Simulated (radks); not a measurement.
**Spin polarisation of the 5d shell in Re⁺**

Aim: the energy gained and the exchange splitting as electrons of the 5d shell of Re⁺ are turned from spin down to spin up.

Method: scalar-relativistic Kohn-Sham, LDA (Slater exchange, Perdew-Wang correlation), spin-polarised, spherical densities, point nucleus. Code: radks (a radial shooting solver on a logarithmic mesh, Libxc functionals) version 1.

**1. The system**

| Item | Value |
| --- | --- |
| element | rhenium (Z = 75) |
| charge | +1 |
| electrons | 74 |
| configuration | [Xe] 4f14 5d(up 2.5, down 2.5) 6s(up 0.5, down 0.5) |

A shell typed twice in an input gives spin up, then spin down.

**2. No moment**

Settings of this run:

```text
Z 75
configuration [Xe] 4f14 5d2.5 5d2.5 6s0.5 6s0.5
relativity scalar-relativistic
functional lda,pw
spin polarised
nucleus point
c 137.035999084
```

**3. moment 1 in 5d**

Settings of this run:

```text
Z 75
configuration [Xe] 4f14 5d3 5d2 6s0.5 6s0.5
relativity scalar-relativistic
functional lda,pw
spin polarised
nucleus point
c 137.035999084
```

**4. moment 2 in 5d**

Settings of this run:

```text
Z 75
configuration [Xe] 4f14 5d3.5 5d1.5 6s0.5 6s0.5
relativity scalar-relativistic
functional lda,pw
spin polarised
nucleus point
c 137.035999084
```

**5. moment 3 in 5d**

Settings of this run:

```text
Z 75
configuration [Xe] 4f14 5d4 5d1 6s0.5 6s0.5
relativity scalar-relativistic
functional lda,pw
spin polarised
nucleus point
c 137.035999084
```

**6. moment 4 in 5d**

Settings of this run:

```text
Z 75
configuration [Xe] 4f14 5d4.5 5d0.5 6s0.5 6s0.5
relativity scalar-relativistic
functional lda,pw
spin polarised
nucleus point
c 137.035999084
```

**7. moment 5 in 5d**

Settings of this run:

```text
Z 75
configuration [Xe] 4f14 5d5 5d0 6s0.5 6s0.5
relativity scalar-relativistic
functional lda,pw
spin polarised
nucleus point
c 137.035999084
```

What does the calculation give? Wanted: for each run, moment; E − E(0); ε(5d up); ε(5d down); splitting.

**Answer**, as computed:

```
moment (μB)  E − E(0) (eV)  ε(5d up) (eV)  ε(5d down) (eV)  splitting (eV)
          0          0.000        -13.207          -13.207           0.000
          1         -0.138        -13.468          -12.915           0.553
          2         -0.554        -13.699          -12.588           1.111
          3         -1.250        -13.900          -12.223           1.677
          4         -2.232        -14.071          -11.816           2.254
          5         -3.506        -14.209          -11.364           2.845
```

What this shows: At a moment of 5 μB the energy has fallen by 3.51 eV and the 5d levels split by 2.84 eV, 0.569 eV per μB. The Stoner form E = −I m²/4 would give I = 0.561 eV. The energy falls at every step.
